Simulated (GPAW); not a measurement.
WS2:

```
W S
1.0
     3.15320    0.00000    0.00000
    -1.57660    2.73075    0.00000
     0.00000    0.00000   12.32300
W S
2 4
Direct
  0.33333 0.66667 0.25000
  0.66667 0.33333 0.75000
  0.33333 0.66667 0.62250
  0.66667 0.33333 0.12250
  0.33333 0.66667 0.87750
  0.66667 0.33333 0.37750
```

Base run:

| Quantity | Value |
| --- | --- |
| Program | GPAW 26.7.0 |
| Functional | GLLB-SC |
| Potentials or basis | the program's PAW data sets (release 1.2.1) made for this functional |
| Cutoff | 600 eV |
| Basis | pw |
| k mesh | 6 × 6 × 2 |
| Occupations | fermi-dirac, width 0.05 eV |
| Spin | no spin polarisation |

Its results: band gap on the k mesh, kohn-sham part alone 1.11 eV, indirect (least direct gap 1.83 eV).

Task: The run is repeated on the same cell with these changes: functional from GLLB-SC to LDA; spin from no spin polarisation to spin-orbit coupling, no magnetisation. What comes out?

Result: Band gap on the k mesh 0.86 eV, indirect (least direct gap 1.60 eV).

Several settings changed at once, so the effect can't be laid on one alone.

Caveats: a model potential gives levels but no total energy (some runs); spin-orbit coupling is left out, which moves the levels of the heavy elements (some runs); spin-orbit coupling was added after a scalar SCF, so levels and gaps hold it while energy, forces, pressure and moments don't (some runs); this program's spin-orbit splittings come out too wide for heavy elements (some runs).

Not every run made on this cell is shown here.
